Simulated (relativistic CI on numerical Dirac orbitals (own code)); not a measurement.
# Co: the cost of one run

Method: charge-transfer multiplet model of a cubic metal-ligand cluster with up to 3 ligand holes, Slater and spin-orbit integrals from Dirac-Coulomb-Breit ions, Slater integrals scaled by 0.8. Code: relativistic CI on numerical Dirac orbitals (own code) version 3.

## Step 1: The system

| Quantity | Value |
| --- | --- |
| ion | Co²⁺ (Co III) |
| nuclear charge | 27 |
| electrons | 25 |
| d electrons | 7 |
| ligand holes at most | 3 |
| parameters | in eV; Veg, Vt2g hoppings, tenDq and tenDqL metal and ligand splittings (negative tenDq: tetrahedral), red the scaling of hopping with a core hole |
| temperature | 300 K |
| widths | Lorentz 0.4 eV, Gauss 0.3 eV |

## Step 2: Upd = 7.3 eV

Settings, as recorded:

```ini
cluster ion=Co2+ d7 ligand_holes=3 slater_scale=0.8
Delta=4.7 Udd=5.8 Upd=7.3 tenDq=0.9 tenDqL=0.5 Veg=1.85 Vt2g=-1.01 red=0.8
spectrum xas L2,3 T=300 lorentz=0.4 gauss=0.3
```

Started as:

```bash
python run_levels.py task.json out
```

task.json lists these runs, among others, and the program works through them in turn.

**Question.** How long does this run take on 1 thread of Neoverse-V1, shared host, and how much memory does it need?

About 2.6 s, with a peak of 0.21 GiB.
